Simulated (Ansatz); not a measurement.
# SbSe2: the cost of one run

Program: Ansatz 0.2.0. Level of theory: DFT PBE, scalar-relativistic, plane waves, PAW. These are calculated values, not measurements.

## Step 1: The structure to begin with

The structure is tetragonal, space group P-4m2 (No. 115). The conventional cell has a = 3.941 Å, b = 3.941 Å, c = 5.844 Å, α = 90.00°, β = 90.00°, γ = 90.00°. Around Sb (site symmetry -4m2) lie 4 Se at 2.55 Å. Around Se (site symmetry 2mm) lie 2 Sb at 2.55 Å.

Coordinates:

```
CELL_PARAMETERS angstrom
3.94119 0.00000 0.00000
0.00000 3.94119 0.00000
0.00000 0.00000 5.84390
ATOMIC_POSITIONS crystal
Sb 0.00000 0.00000 0.50000
Se 0.50000 0.00000 0.77776
Se 0.00000 0.50000 0.22224
```

The cell is invented: species swapped into a database cell of AgI2 (P-4m2, No. 115), with Sb on the Ag sites and Se on the I sites. Lengths come from tabulated atomic sizes and are only a guess.

## Step 2: Probe: one point on a coarse mesh

File input.yaml:

```yaml
crystal:
  lattice:
    - [3.94118703, 0.0, 0.0]
    - [0.0, 3.94118703, 0.0]
    - [0.0, 0.0, 5.84390357]
  atoms:
    - { symbol: Sb, position: [0.0, 0.0, 0.5] }
    - { symbol: Se, position: [0.5, 0.0, 0.777762] }
    - { symbol: Se, position: [0.0, 0.5, 0.222238] }
basis:
  ecutwfc: 420
kpoints:
  mp_grid: { grid: [4, 4, 4] }
hamiltonian:
  xc: pbe
scf:
  occupations: { method: gaussian, width: 0.1 }
  lower_state_search: "off"
output:
  forces: true
  stress: true
  eigenvalues: true
```

The run is started by

```bash
$ ansatz run input.yaml --threads 1 --pin off --max-ram 2560MiB --backend cpu --events-out ev --progress --plain --runs-dir out
```

Q: Estimate wall time and peak memory on 1 thread of Arm Neoverse V1, shared host.

About 4.7 s, with a peak of 0.32 GiB.
